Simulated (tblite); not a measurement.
# AlGeH6O7: the cost of one run

Computed with tblite 0.8.0 and PySCF 2.14.0; each step states its level. No surroundings beyond the atoms listed, unless a continuum is named. Atoms count from 0, parts from 1.

## 1. Starting point

15 atoms, charge -1, multiplicity 1; geometry: distance geometry start.

## 2. Relaxing the cluster with GFN2-xTB

Job settings and geometry (Å):

```
{"job": {"kind": "relax", "xc": "GFN2-xTB", "basis": "xTB"}, "charge": -1, "multiplicity": 1}
O     -1.261260    -0.441034     3.720326
Ge    -1.605228    -1.125121     2.007395
O     -2.958303    -2.403305     2.099081
O     -0.048560    -1.906970     1.356066
O     -2.111438     0.267788     0.891478
Al    -0.977821     1.254881    -0.222983
O     -0.575504     2.859034     0.605136
O     -1.799707     1.533776    -1.839831
O      0.600428     0.290679    -0.474929
H     -1.407905     0.481829     3.965061
H     -3.327455    -2.831060     1.344936
H      0.251431    -1.867599     0.433838
H     -0.561985     3.038599     1.555889
H     -1.336033     1.517891    -2.716434
H      0.685821    -0.605659    -0.862479
```

Level: GFN2-xTB geometry optimisation, gas phase.

Run with:

```sh
$ OMP_NUM_THREADS=1 python cluster_run.py task.json out
```

This one command runs all jobs of the session in turn.

Q: Estimate the wall time of this first job on 1 thread of Intel Xeon Platinum 8175M at 2.50GHz, shared host.

About 13 s.
